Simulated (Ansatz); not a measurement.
**C3H9AlO2: up Jacob's ladder to CCSD(T)**

Aim: compute C3H9AlO2 with functionals from several rungs and with coupled cluster, and see how far each lands from CCSD(T) at the basis-set limit for the atomisation energy.

Program: Ansatz 0.2.0, Gaussian basis. Level of theory: functionals in def2-TZVPP, the program's frozen cores in correlated methods. These are calculated values, not measurements.

Levels to be run: LDA (SPW92), PBE-D4, revPBE-D4, BLYP-D4, r2SCAN-D4, B97M-V, PBE0-D4, B3LYP-D4, r2SCANh-D4, r2SCAN0-D4, HSE06-D4, BHLYP-D4, CAM-B3LYP-D4, LC-ωPBE, ωB97X-V, ωB97M-V, B2PLYP, PBE-QIDH; CCSD(T)/def2-SVP; CCSD(T)/def2-TZVPP; MP2/def2-QZVPP; extrapolation to the limit; RPA on PBE.

## 1. The geometry

The geometry comes from an earlier relaxation with PBE0-D4 in a triple-zeta def2 set; it is a stationary point, not always the lowest conformer.

SMILES `C[CH](C)[Al]([OH])[OH]`, 15 atoms, charge 0, spin multiplicity 1.

Atoms are counted from 1 here; the program's logs count them from 0.

Bond lengths: C1–C2 1.530 Å, C1–H7 1.094 Å, C1–H8 1.094 Å, C1–H9 1.097 Å, C2–C3 1.531 Å, C2–Al4 1.955 Å, C2–H10 1.097 Å, C3–H11 1.094 Å, C3–H12 1.097 Å, C3–H13 1.094 Å, Al4–O5 1.699 Å, Al4–O6 1.699 Å, O5–H14 0.955 Å, O6–H15 0.954 Å. Angles: C2–C1–H7 111.5°, C2–C1–H8 112.5°, C2–C1–H9 110.9°, H7–C1–H8 107.3°, H7–C1–H9 107.2°, H8–C1–H9 107.2°, C1–C2–C3 110.4°, C1–C2–Al4 112.0°, C1–C2–H10 108.4°, C3–C2–Al4 111.2°, C3–C2–H10 108.1°, Al4–C2–H10 106.5°, C2–C3–H11 111.5°, C2–C3–H12 110.9°, C2–C3–H13 112.5°, H11–C3–H12 106.9°, H11–C3–H13 107.5°, H12–C3–H13 107.2° and more.

As a file:

```tsv
atom	x (Å)	y (Å)	z (Å)
C1	-0.7692	-0.4061	1.5273
C2	-0.0334	-0.6816	0.2150
C3	1.4727	-0.8045	0.4632
Al4	-0.4197	0.6731	-1.1403
O5	-0.9458	0.1942	-2.6827
O6	-0.1925	2.3022	-0.7158
H7	-0.4877	0.5636	1.9483
H8	-1.8563	-0.4055	1.4053
H9	-0.5270	-1.1677	2.2790
H10	-0.3904	-1.6371	-0.1894
H11	1.8963	0.1339	0.8344
H12	1.6828	-1.5713	1.2191
H13	2.0252	-1.0809	-0.4398
H14	-1.1443	0.7827	-3.4078
H15	-0.3325	3.0544	-1.2864
```

## 2. LDA

This LDA is Slater exchange with PW92 correlation.

The input, in.yaml:

```yaml
crystal:
  periodic: [false, false, false]
  atoms:
    - {symbol: C, position_ang: [-0.769179, -0.406138, 1.527328]}
    - {symbol: C, position_ang: [-0.033358, -0.681634, 0.214985]}
    - {symbol: C, position_ang: [1.472746, -0.804487, 0.463174]}
    - {symbol: Al, position_ang: [-0.419675, 0.673111, -1.140312]}
    - {symbol: O, position_ang: [-0.945800, 0.194234, -2.682652]}
    - {symbol: O, position_ang: [-0.192516, 2.302216, -0.715840]}
    - {symbol: H, position_ang: [-0.487682, 0.563627, 1.948254]}
    - {symbol: H, position_ang: [-1.856299, -0.405513, 1.405335]}
    - {symbol: H, position_ang: [-0.527044, -1.167732, 2.278960]}
    - {symbol: H, position_ang: [-0.390438, -1.637054, -0.189369]}
    - {symbol: H, position_ang: [1.896272, 0.133941, 0.834432]}
    - {symbol: H, position_ang: [1.682840, -1.571289, 1.219088]}
    - {symbol: H, position_ang: [2.025168, -1.080902, -0.439835]}
    - {symbol: H, position_ang: [-1.144289, 0.782714, -3.407765]}
    - {symbol: H, position_ang: [-0.332546, 3.054406, -1.286382]}
basis:
  gaussian: {orbitals: def2-TZVPP}
hamiltonian: {xc: lda}
output: {orbitals: {seedname: orbitals}}
```

Launch:

```
> ansatz run in.yaml --threads 2 --pin off --events-out ev --progress --plain --max-ram 32768MiB --backend cuda --devices 0, --max-vram 18GiB
```

Further steps of the session: PBE-D4 (GGA); revPBE-D4 (GGA); BLYP-D4 (GGA); r2SCAN-D4 (meta-GGA); B97M-V (meta-GGA); PBE0-D4 (hybrid); B3LYP-D4 (hybrid); r2SCANh-D4 (hybrid); r2SCAN0-D4 (hybrid); HSE06-D4 (hybrid); BHLYP-D4 (hybrid); CAM-B3LYP-D4 (range-separated); LC-ωPBE (range-separated); ωB97X-V (range-separated); ωB97M-V (range-separated); B2PLYP (double hybrid); PBE-QIDH (double hybrid); CCSD(T) in def2-SVP; CCSD(T) in def2-TZVPP; MP2 in def2-QZVPP; RPA on PBE orbitals.

Before running them: what should the planned runs give, taken together? Wanted: atomisation energy, CCSD(T)/CBS; farthest beyond LDA; mean size of error, GGA; mean size of error, meta-GGA; mean size of error, hybrid; mean size of error, range-separated; mean size of error, double hybrid; gap, smallest and largest; T1 diagnostic.

As calculated:

| quantity | value |
| --- | --- |
| atomisation energy, CCSD(T)/CBS | 5891.5 kJ/mol |
| functionals within 29.5 kJ/mol (0.5 %) | r2SCAN-D4, B97M-V, HSE06-D4, CAM-B3LYP-D4, ωB97X-V, ωB97M-V |
| farthest beyond LDA | BHLYP-D4 (-190.2 kJ/mol) |
| mean size of error, GGA | 61.6 kJ/mol |
| mean size of error, meta-GGA | 11.6 kJ/mol |
| mean size of error, hybrid | 67.7 kJ/mol |
| mean size of error, range-separated | 14.6 kJ/mol |
| mean size of error, double hybrid | 65.6 kJ/mol |
| gap, smallest and largest | 5.09 eV (LDA (SPW92)), 12.00 eV (LC-ωPBE) |
| T1 diagnostic | 0.0110 |
| triples share of the correlation energy | 3.6 % |

In words: LDA overbinds by 771.8 kJ/mol (13 %). PBE-D4 misses by +63.8 kJ/mol. Double hybrids carry the basis error of their MP2 part in triple zeta, and no dispersion term here, so their miss is partly the set-up's. The rungs meta-GGA, range-separated miss on average by less than the doubt on the reference (29.5 kJ/mol), so they tie. The reference freezes the cores and leaves out relativity and excitations past (T), so misses under about 29.5 kJ/mol can't be ranked. Hartree-Fock recovers 74 % of the binding; the rest is correlation. CCSD(T) in def2-SVP is off by -311.3 kJ/mol, worse than the median functional, from the basis alone. The gap grows from 5.1 to 12.0 eV across the functionals, mostly with the share of exact exchange.
